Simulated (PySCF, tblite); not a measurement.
# C5H7ClO2S2Si: geometry, infrared bands and NMR shifts

Aim: predict the infrared bands and NMR shifts of C5H7ClO2S2Si (`Cc1csc(S(=O)(=O)Cl)c1[SiH3]`).

The runs use tblite 0.8.0 and PySCF 2.14.0, with density-fitted response routines of our own; the level of theory stands in each step. All values are computed, except where a source is named. Atoms are numbered from 0 throughout.

### 1 The starting structure

18 atoms, charge 0, multiplicity 1; geometry from: force field or distance geometry start.

Bonds of the start (Å): C0–C1 1.53, C1–C2 1.37, C2–S3 1.80, S3–C4 1.76, C4–S5 1.75, S5–O6 1.51, S5–O7 1.51, S5–Cl8 2.06, C4–C9 1.35, C9–Si10 1.88, C9–C1 1.35, C0–H11 1.10, C0–H12 1.09, C0–H13 1.10, C2–H14 1.07, Si10–H15 1.46, Si10–H16 1.46, Si10–H17 1.46.

### 2 Optimising the geometry with GFN2-xTB

What the job is given:

```
{"job": {"kind": "relax", "xc": "GFN2-xTB", "basis": "xTB"}, "charge": 0, "multiplicity": 1}
C      2.397700    -0.753800    -0.029400
C      1.301900     0.300300     0.155200
C      1.649000     1.565900     0.538400
S      0.085500     2.448400     0.633900
C     -0.879300     1.047600     0.196400
S     -2.617800     1.033100     0.040200
O     -3.027000     2.442200    -0.310300
O     -3.073800     0.178600    -1.116500
Cl    -3.553600     0.531100     1.807000
C     -0.011600     0.036400    -0.007700
Si    -0.616500    -1.666800    -0.521000
H      3.169200    -0.494100     0.714600
H      2.015500    -1.764900     0.122500
H      2.817500    -0.566500    -1.033700
H      2.633000     1.957400     0.720600
H      0.188900    -2.663000     0.185600
H     -2.019100    -1.770400    -0.146300
H     -0.468100    -1.855000    -1.961300
```

Launch:

```bash
$ OMP_NUM_THREADS=1 python probes_run.py task.json out
```

One launch serves the whole session: the jobs run in the order shown.

The log of the run:

```text
step      E/eV     max force
  0    -955.88138    6.126
  1    -956.57589    2.013
  2    -956.71529    1.133
  3    -956.92027    1.389
  4    -956.99219    0.955
  5    -957.04963    0.669
  6    -957.09883    0.426
  7    -957.11967    0.379
  8    -957.14151    0.420
  9    -957.15993    0.449
 10    -957.17803    0.400
 11    -957.18823    0.212
 12    -957.19336    0.165
 13    -957.19753    0.188
 14    -957.20220    0.179
 15    -957.20593    0.135
 16    -957.20827    0.130
 17    -957.21006    0.112
 18    -957.21214    0.168
 19    -957.21455    0.164
 20    -957.21659    0.098
 21    -957.21793    0.080
 22    -957.21903    0.100
 23    -957.22030    0.136
 24    -957.22167    0.116
 25    -957.22295    0.088
 26    -957.22421    0.096
 27    -957.22575    0.138
 28    -957.22785    0.180
 29    -957.23022    0.154
 30    -957.23220    0.100
 31    -957.23362    0.090
 32    -957.23470    0.093
 33    -957.23578    0.089
 34    -957.23708    0.126
 35    -957.23878    0.175
 36    -957.24115    0.188
 37    -957.24415    0.181
 38    -957.24695    0.139
 39    -957.24883    0.088
 40    -957.24995    0.069
 41    -957.25098    0.095
 42    -957.25245    0.114
 43    -957.25443    0.106
 44    -957.25658    0.132
 45    -957.25862    0.133
 46    -957.26047    0.124
 47    -957.26245    0.145
 48    -957.26444    0.140
 49    -957.26648    0.080
 50    -957.26790    0.111
 51    -957.26958    0.092
 52    -957.27145    0.138
 53    -957.27357    0.128
 54    -957.27543    0.131
 55    -957.27676    0.113
 56    -957.27763    0.063
 57    -957.27834    0.056
 58    -957.27919    0.092
 59    -957.27996    0.108
 60    -957.28081    0.081
 61    -957.28152    0.061
 62    -957.28221    0.070
 63    -957.28294    0.076
 64    -957.28371    0.073
 65    -957.28446    0.064
 66    -957.28521    0.060
 67    -957.28595    0.078
 68    -957.28667    0.073
 69    -957.28729    0.047
 70    -957.28790    0.061
 71    -957.28875    0.085
 72    -957.29009    0.101
 73    -957.29177    0.129
 74    -957.29299    0.081
 75    -957.29379    0.064
 76    -957.29428    0.049
 77    -957.29495    0.054
 78    -957.29558    0.070
 79    -957.29621    0.060
 80    -957.29658    0.042
 81    -957.29678    0.032
 82    -957.29693    0.034
 83    -957.29706    0.026
 84    -957.29719    0.030
 85    -957.29736    0.026
 86    -957.29755    0.044
 87    -957.29775    0.028
 88    -957.29791    0.024
 89    -957.29803    0.025
 90    -957.29816    0.023
 91    -957.29829    0.024
 92    -957.29839    0.024
 93    -957.29848    0.024
 94    -957.29859    0.025
 95    -957.29873    0.028
 96    -957.29888    0.026
 97    -957.29899    0.017
 98    -957.29905    0.020
 99    -957.29910    0.020
100    -957.29916    0.017
101    -957.29924    0.020
102    -957.29933    0.022
103    -957.29942    0.023
104    -957.29949    0.020
105    -957.29955    0.022
106    -957.29962    0.022
107    -957.29972    0.032
108    -957.29988    0.044
109    -957.30010    0.043
110    -957.30030    0.025
111    -957.30042    0.020
112    -957.30049    0.029
113    -957.30057    0.029
114    -957.30065    0.021
115    -957.30071    0.016
116    -957.30075    0.019
117    -957.30080    0.017
118    -957.30087    0.020
119    -957.30097    0.032
120    -957.30106    0.024
121    -957.30114    0.021
122    -957.30118    0.019
123    -957.30123    0.020
124    -957.30126    0.017
125    -957.30129    0.014
126    -957.30132    0.010
127    -957.30134    0.007
```

Wall time 2.4 s (1 thread of Intel Xeon Platinum 8488C, shared host).

Along the way: (not every step is listed)

```csv
step,energy from step 0 (eV),largest force (eV/Å)
0,0.0000,6.1262
1,-0.6945,2.0129
2,-0.8339,1.1334
3,-1.0389,1.3889
4,-1.1108,0.9549
5,-1.1682,0.6692
6,-1.2174,0.4265
7,-1.2383,0.3793
8,-1.2601,0.4203
19,-1.3332,0.1644
30,-1.3508,0.0997
41,-1.3696,0.0946
52,-1.3901,0.1384
63,-1.4016,0.0756
74,-1.4116,0.0805
85,-1.4160,0.0261
96,-1.4175,0.0262
107,-1.4183,0.0325
118,-1.4195,0.0201
122,-1.4198,0.0193
123,-1.4198,0.0195
124,-1.4199,0.0173
125,-1.4199,0.0142
126,-1.4199,0.0104
127,-1.4200,0.0067
```

Close pairs (by a distance rule), those that changed most:

```csv
bond,before (Å),after (Å),change (Å)
S5–O6,1.509,1.424,-0.084
S5–O7,1.509,1.430,-0.078
C1–C9,1.350,1.426,+0.076
C2–S3,1.798,1.723,-0.075
S3–C4,1.756,1.715,-0.041
C0–C1,1.532,1.491,-0.041
S5–Cl8,2.061,2.034,-0.027
C0–H13,1.105,1.088,-0.017
```

The final coordinates are the input of the step that follows.

### 3 Harmonic vibrations with GFN2-xTB

What the job is given:

```
{"job": {"kind": "ir", "xc": "GFN2-xTB", "basis": "xTB"}, "charge": 0, "multiplicity": 1}
C      2.451620    -0.714642     0.119337
C      1.337068     0.269412     0.224869
C      1.504761     1.563127     0.625047
S      0.042896     2.473850     0.653022
C     -0.790890     1.078270     0.106546
S     -2.505629     1.096237    -0.139563
O     -3.002124     2.409361    -0.379396
O     -2.861073     0.041057    -1.037582
Cl    -3.205328     0.539791     1.687850
C     -0.024000    -0.027894    -0.077275
Si    -0.819077    -1.644573    -0.659830
H      3.398088    -0.244101     0.371100
H      2.278934    -1.548638     0.796116
H      2.507618    -1.112312    -0.891423
H      2.423234     2.040333     0.907544
H      0.256506    -2.634151    -0.479498
H     -1.894305    -2.026159     0.245886
H     -1.107057    -1.552651    -2.084407
```

The log of the run:

```text
mode    cm-1     km/mol
  1      40.3      0.11
  2      54.4      0.12
  3     101.2     10.67
  4     111.1      3.13
  5     125.4      0.31
  6     184.4      7.46
  7     216.6      4.21
  8     244.4      1.81
  9     251.4      2.46
 10     275.3      2.78
 11     284.5      6.64
 12     299.7      2.43
 13     331.4     19.04
 14     373.8     12.52
 15     422.2     26.29
 16     436.7     21.18
 17     510.0     90.61
 18     524.4     82.93
 19     534.2    141.37
 20     559.7    159.89
 21     572.8     17.95
 22     609.6     43.57
 23     718.3    222.81
 24     762.3      7.09
 25     796.5     27.40
 26     819.9    361.20
 27     854.2    142.30
 28     862.6      5.27
 29     994.9     26.37
 30    1009.4     14.60
 31    1028.8      6.70
 32    1081.6     59.35
 33    1130.0     16.05
 34    1138.0    286.19
 35    1277.7    348.21
 36    1358.3      6.35
 37    1397.6     12.28
 38    1455.0     37.31
 39    1462.9     10.05
 40    1473.8     70.94
 41    1545.7     19.03
 42    2196.9    331.62
 43    2312.7     97.76
 44    2336.7    315.58
 45    3026.5      9.80
 46    3037.9      7.70
 47    3053.6     16.43
 48    3152.7      1.60
```

It took 1.7 s on 1 thread of Intel Xeon Platinum 8488C, shared host.

Which atoms move in the most intense modes:

```csv
cm⁻¹,km/mol,atoms
560,159.9,"S5 30 %, C0 21 %, S3 14 %"
718,222.8,"H17 44 %, H16 41 %"
820,361.2,"H17 44 %, H15 40 %, H16 10 %"
854,142.3,"H15 47 %, H16 42 %"
1138,286.2,"O7 36 %, S5 24 %, O6 22 %"
1278,348.2,"S5 43 %, O6 36 %, O7 21 %"
2197,331.6,H15 96 %
2337,315.6,"H17 57 %, H16 38 %"
```

### 4 Nuclear shieldings: PBE0/pcSseg-1

Same as in step 3 but for these lines:

```diff
@@ -1,2 +1,2 @@
-{"job": {"kind": "ir", "xc": "GFN2-xTB", "basis": "xTB"}, "charge": 0, "multiplicity": 1}
+{"job": {"kind": "nmr", "xc": "PBE0", "basis": "pcSseg-1"}, "charge": 0, "multiplicity": 1}
 C      2.451620    -0.714642     0.119337
```

With the program's defaults for keys left out, this is: GIAO PBE0/pcSseg-1 NMR shielding, non-relativistic, gas phase.

The log of the run:

```text
coarse grid: 18440 points
cycle   1  E = -1889.7934686026  dE =  2.709e+00  |g| = 1.177e+00  |ddm| = 4.695e+00
cycle   2  E = -1888.9672190371  dE =  8.262e-01  |g| = 2.408e+00  |ddm| = 3.876e+00
cycle   3  E = -1890.0436210770  dE = -1.076e+00  |g| = 2.135e-01  |ddm| = 3.087e+00
cycle   4  E = -1890.0519143969  dE = -8.293e-03  |g| = 1.188e-01  |ddm| = 3.980e-01
cycle   5  E = -1890.0550141789  dE = -3.100e-03  |g| = 3.955e-02  |ddm| = 1.532e-01
cycle   6  E = -1890.0554068674  dE = -3.927e-04  |g| = 9.453e-03  |ddm| = 5.449e-02
cycle   7  E = -1890.0554282010  dE = -2.133e-05  |g| = 2.912e-03  |ddm| = 1.440e-02
cycle   8  E = -1890.0554299088  dE = -1.708e-06  |g| = 1.112e-03  |ddm| = 3.837e-03
final grid: 163224 points
cycle   9  E = -1890.1442995284  dE = -2.703e-05  |g| = 1.326e-02  |ddm| = 4.607e-02
cycle  10  E = -1890.1442145783  dE =  8.495e-05  |g| = 2.275e-02  |ddm| = 4.059e-02
cycle  11  E = -1890.1443368520  dE = -1.223e-04  |g| = 2.901e-03  |ddm| = 2.970e-02
cycle  12  E = -1890.1443386313  dE = -1.779e-06  |g| = 6.962e-04  |ddm| = 3.452e-03
cycle  13  E = -1890.1443387284  dE = -9.714e-08  |g| = 2.737e-04  |ddm| = 1.037e-03
cycle  14  E = -1890.1443387431  dE = -1.474e-08  |g| = 5.612e-05  |ddm| = 2.997e-04
cycle  15  E = -1890.1443387437  dE = -5.443e-10  |g| = 2.574e-05  |ddm| = 7.860e-05
converged SCF energy = -1890.1443387437

GIAO shielding tensors (ppm)
atom      isotropic    diamagn.    paramagn.     s11        s22        s33       span
  0 C      166.931     244.302     -77.371    155.712    160.491    184.591     28.880
  1 C       37.737     260.982    -223.245    -37.189     15.030    135.369    172.558
  2 C       46.751     260.724    -213.973    -40.263     56.898    123.619    163.882
  3 S      256.526    1057.881    -801.355    120.738    247.207    401.632    280.894
  4 C       26.433     277.358    -250.926    -33.164     31.643     80.820    113.983
  5 S      184.195    1048.166    -863.971     11.245    143.431    397.910    386.664
  6 O       38.280     392.942    -354.662    -37.305     42.868    109.278    146.583
  7 O       34.660     404.137    -369.477    -34.747     30.759    107.969    142.716
  8 Cl     300.075    1146.056    -845.980    -43.287    -17.416    960.930   1004.217
  9 C       39.228     257.134    -217.906    -42.508      0.099    160.094    202.601
 10 Si     439.283     882.224    -442.941    422.063    435.466    460.321     38.258
 11 H       29.289      28.229       1.060     23.727     28.838     35.301     11.573
 12 H       29.045      28.968       0.077     24.132     28.095     34.907     10.776
 13 H       29.139      28.938       0.201     24.064     28.298     35.054     10.990
 14 H       24.387      32.853      -8.466     20.990     25.351     26.821      5.831
 15 H       27.390      30.744      -3.354     22.448     27.582     32.141      9.693
 16 H       26.944      29.787      -2.843     22.382     27.844     30.607      8.226
 17 H       27.041      29.957      -2.916     22.602     26.130     32.391      9.788
```

Wall time 68 s (1 thread of Intel Xeon Platinum 8488C, shared host); peak memory 1.2 GiB.

The references, computed at this level on geometries of the same kind, shield at (ppm): 1H TMS 31.72, 13C TMS 186.9, 29Si TMS 349.2, 17O H2O 336.1, 33S CS2 504, 35Cl HCl 950. Their shielding less the atom's gives the shift. The references are single molecules in the gas phase, so shifts against H2O, NH3, PH3, H3PO4 or CFCl3 are not on the usual liquid scales and can be off by tens of ppm. Atoms listed in one row are averaged.

```csv
atoms,environment,σ (ppm),δ (ppm),δ scaled to CDCl3
C4,aromatic carbon bearing sulfur,26.4,160.5,145.9
C1,substituted aromatic carbon,37.7,149.2,143.7
C9,substituted aromatic carbon,39.2,147.7,142.2
C2,aromatic CH next to the ring sulfur,46.8,140.2,130.5
C0,methyl carbon on an aromatic ring,166.9,20.0,17.6
H14,hydrogen on an aromatic CH next to the ring sulfur,24.39,7.33,7.02
"H15, H16, H17",hydrogen on a silicon bonded to C,27.13,4.59,–
"H11, H12, H13",hydrogen on a methyl carbon on an aromatic ring,29.16,2.56,2.52
S5,sulfonyl sulfur,184,320,–
S3,aromatic ring sulfur,257,247,–
"O6, O7",S=O oxygen,36.5,299.6,–
Cl8,chlorine bonded to S,300,650,–
Si10,"silicon bonded to C, 3 H",439.3,-90.1,–
```

The scaled column applies a straight-line fit of computed shieldings to shifts measured in CDCl3, with any fitted terms for Cl, Br or S neighbours (root-mean-square error 0.16 ppm for H, 1.9 ppm for C).

Charges from the same density, by scheme (e):

```csv
atoms,Mulliken,IAO,Hirshfeld,ESP fit
C0,-0.10,-0.42,-0.11,-0.51
C1,-0.29,0.01,0.00,0.12
C2,-0.21,-0.31,-0.07,-0.31
S3,0.41,0.40,0.14,0.13
C4,-0.62,-0.43,-0.08,-0.23
S5,1.08,2.00,0.51,0.76
"O6, O7",-0.47,-0.82,-0.26,-0.36
Cl8,-0.11,-0.27,-0.06,-0.10
C9,-0.13,-0.26,-0.10,-0.01
Si10,0.62,0.61,0.29,0.42
```

Mayer bond orders: C0–C1 1.08, C1–C2 1.58, C2–S3 1.17, S3–C4 1.13, C4–S5 0.92, S5–O6 1.80, S5–O7 1.69, S5–Cl8 0.91, C4–C9 1.41, C9–Si10 0.85, C9–C1 1.24.

Ring of atoms C1, C2, S3, C4, C9: NICS(0) -11.9, NICS(1) -11.1, NICS(1)zz -23.8 ppm (means of both faces).

### 5 Summary of results

| quantity | value |
| --- | --- |
| strongest single infrared mode (GFN2-xTB) | 820 cm⁻¹, 361 km/mol |
| zero-point energy (GFN2-xTB) | 67.7 kcal/mol |
| 13C shifts against TMS (PBE0/pcSseg-1) | 160.5, 149.2, 147.7, 140.2, 20.0 ppm |
| 1H shifts against TMS (PBE0/pcSseg-1, means over atoms taken as alike) | 7.33, 4.59, 2.56 ppm |
| 33S shifts against CS2 (PBE0/pcSseg-1) | 320, 247 ppm |
| 17O shifts against H2O (PBE0/pcSseg-1, means over atoms taken as alike) | 299.6 ppm |
| 35Cl shifts against HCl (PBE0/pcSseg-1) | 650 ppm |
| 29Si shifts against TMS (PBE0/pcSseg-1) | -90.1 ppm |

What this shows: Relaxing lowered the energy by 1.420 eV in 127 steps; the close pair that moved most is S5–O6, from 1.509 to 1.424 Å. All 48 modes are real, so the xTB geometry is a minimum. The strongest single mode, at 820 cm⁻¹, moves mainly H17 and H15. GFN2-xTB is a fitted tight-binding method: band positions and strengths are rough. Its intensities can rank the bands wrongly. At PBE0/pcSseg-1: Shielding is most anisotropic at Cl8 (span 1004 ppm, paramagnetic term -846 ppm). NICS(1)zz of -24 ppm above the planar ring from C1 marks a diatropic (aromatic) ring current.
